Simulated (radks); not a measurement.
# Sn³⁺ in [Kr] 4d9 5s1 4f1: an all-electron calculation

Wanted: eigenvalues, radial structure and energy terms of the tin ion Sn3+.

Method: scalar-relativistic Kohn-Sham, PBEsol, spin-polarised, spherical densities, finite nucleus; open shells are filled with parallel spins first. Code: radks (a radial shooting solver on a logarithmic mesh, Libxc functionals) version 1.

### 1 Starting point

| Property | Result |
| --- | --- |
| element | tin (Z = 50) |
| charge | +3 |
| electrons | 47 |
| configuration | [Kr] 4d9 5s1 4f1 |
| nuclear rms radius | 4.6519 fm |

Outer shells as boxes (Hund's rule):

Sn³⁺
```
[Kr] core
4d [↑↓][↑↓][↑↓][↑↓][↑ ]
5s [↑ ]
4f [↑ ][  ][  ][  ][  ][  ][  ]
```

In the logs a row gives level, spin channel, occupation and eigenvalue; Etot, Ekin, Encl (electron-nucleus), Eh (Hartree) and Exc are energies, all in hartree; err is the last residual, it the number of iterations.

### 2 The calculation

Settings of this run:

```text
Z 50
configuration [Kr] 4d9 5s1 4f1 5p0 6s0 5d0 5f0
relativity scalar-relativistic
functional pbe_sol,pbe_sol
spin polarised
nucleus finite rms 4.6519 fm
c 137.035999084
```

Command:

```sh
python run_ks.py task.json out
```

The same process makes all the runs of this session.

Standard output:

```text
1s      1   1.0000       -1067.14043024
2s      1   1.0000        -162.39833142
2p      1   3.0000        -145.97209592
3s      1   1.0000         -32.52979077
3p      1   3.0000         -27.16228963
3d      1   5.0000         -18.89408803
4s      1   1.0000          -6.37074917
4p      1   3.0000          -4.73635015
4d      1   5.0000          -2.35331584
5s      1   1.0000          -1.51415933
4f      1   1.0000          -0.47785233
5p      1   0.0000          -1.14581637
6s      1   0.0000          -0.62667440
5d      1   0.0000          -0.67558340
5f      1   0.0000          -0.27981445
1s      2   1.0000       -1067.13833695
2s      2   1.0000        -162.38758000
2p      2   3.0000        -145.96346204
3s      2   1.0000         -32.52217571
3p      2   3.0000         -27.15397823
3d      2   5.0000         -18.88318580
4s      2   1.0000          -6.33080692
4p      2   3.0000          -4.69432488
4d      2   4.0000          -2.30395608
5s      2   0.0000          -1.43122550
4f      2   0.0000          -0.39652591
5p      2   0.0000          -1.06234021
6s      2   0.0000          -0.54256574
5d      2   0.0000          -0.59305711
5f      2   0.0000          -0.23178935
Etot -6170.660524121431
Ekin 6442.044519897268
Encl -14857.507265129996
Eh 2405.5046798723824
Exc -160.70245876108606
err 7.731568717807581e-10
it 16
```

Residual by iteration: 1.0e+01, 5.0e+00, 4.8e-01, 4.0e-01, 3.7e-02, 6.3e-03, 1.9e-04, 1.7e-04, 5.6e-05, 1.2e-05, 1.7e-06, 2.8e-07, 2.3e-08, 1.1e-08, 7.7e-10, 7.7e-10.

### 3 Shells

From the orbitals of this run (lengths in bohr):

```csv
level,occupation,energy (eV),<r>,outermost maximum (interpolated),90 % within,nodes
1s up,1,-29038,0.02907,0.0188,0.0522,0
1s down,1,-29038,0.02907,0.0188,0.0522,0
2s up,1,-4419.1,0.1256,0.106,0.194,1
2s down,1,-4418.8,0.1256,0.106,0.194,1
2p up,3,-3972.1,0.1096,0.0850,0.178,0
2p down,3,-3971.9,0.1096,0.0850,0.178,0
3s up,1,-885.18,0.3395,0.308,0.499,2
3s down,1,-884.97,0.3395,0.308,0.499,2
3p up,3,-739.12,0.3378,0.301,0.508,1
3p down,3,-738.90,0.3378,0.301,0.507,1
3d up,5,-514.13,0.3146,0.251,0.496,0
3d down,5,-513.84,0.3145,0.251,0.496,0
4s up,1,-173.36,0.8146,0.744,1.18,3
4s down,1,-172.27,0.8138,0.744,1.18,3
4p up,3,-128.88,0.8782,0.786,1.29,2
4p down,3,-127.74,0.8767,0.785,1.29,2
4d up,5,-64.037,1.055,0.877,1.62,1
4d down,4,-62.694,1.048,0.875,1.61,1
5s up,1,-41.202,2.032,1.84,2.91,4
5s down,0,-38.946,2.029,1.83,2.91,4
5p up,0,-31.179,2.348,2.10,3.39,3
5p down,0,-28.908,2.347,2.11,3.38,3
5d up,0,-18.384,3.224,2.88,4.69,2
6s up,0,-17.053,4.206,4.06,5.90,5
4f up,1,-13.003,3.179,2.72,5.08,0
5f up,0,-7.614,6.391,6.73,9.56,1
```

Radial density 4πr²ρ:

```csv
r (bohr),4πr²ρ (e/bohr)
0.00116,2.030
0.00182,4.378
0.00282,8.983
0.00441,17.64
0.00685,31.36
0.0107,49.16
0.0166,62.72
0.0261,62.18
0.0405,55.75
0.0633,70.20
0.0983,81.51
0.154,58.87
0.239,66.26
0.374,46.11
0.581,20.31
0.909,21.20
1.41,6.957
2.21,1.327
3.43,0.3383
5.37,0.07617
```

Electron localisation function: r (bohr), ELF and a bar.

```
  0.00100  1.00 ##############################
  0.00156  1.00 ##############################
  0.00244  1.00 ##############################
  0.00379  1.00 ##############################
  0.00593  1.00 ##############################
  0.00921  1.00 ##############################
   0.0144  0.98 #############################
   0.0224  0.87 ##########################
   0.0350  0.42 ############
   0.0544  0.41 ############
   0.0851  0.75 ######################
    0.132  0.50 ###############
    0.207  0.45 ##############
    0.321  0.76 #######################
    0.503  0.20 ######
    0.781  0.73 ######################
     1.22  0.57 #################
     1.90  0.20 ######
     2.97  0.05 #
     4.61  0.01 
     7.22  0.00
```

Radial Coulomb (F) and exchange (G) integrals, eV:

```csv
integral,shells,value
F0,"4f, 4f",7.746
F2,"4f, 4f",3.633
F4,"4f, 4f",2.283
F6,"4f, 4f",1.646
F0,"4f, 5s",9.268
G3,"4f, 5s",2.778
F0,"4f, 4d",10.507
F2,"4f, 4d",2.874
F4,"4f, 4d",1.480
G1,"4f, 4d",2.605
```

X-ray form factor f at sin θ/λ (1/Å): 0.05: 46.34, 0.15: 42.42, 0.25: 37.34, 0.4: 30.03, 0.6: 23.11, 1: 16.35, 1.5: 10.90.

### 4 Summary of results

| quantity | value |
| --- | --- |
| total energy | -6170.66052 hartree |
| exchange-correlation share of it | 2.60 % |
| −T/E | 1.0440 |
| highest occupied level | 4f up, -13.003 eV |
| most extended occupied level | 4f up, <r> = 3.18 bohr |
| radius at density 0.001 e/bohr³ | 4.08 bohr |
| maxima of the radial density | 4 |

**Reading.** The radial density shows 4 maxima for 5 occupied principal shells; where shells overlap, one shows as a shoulder or not at all. −T/E is 1.044: with relativity the kinetic term as defined here no longer equals −E. This is not the tabulated ground configuration, so its levels and sizes aren't those of the ground state, and no measured value stands beside it.
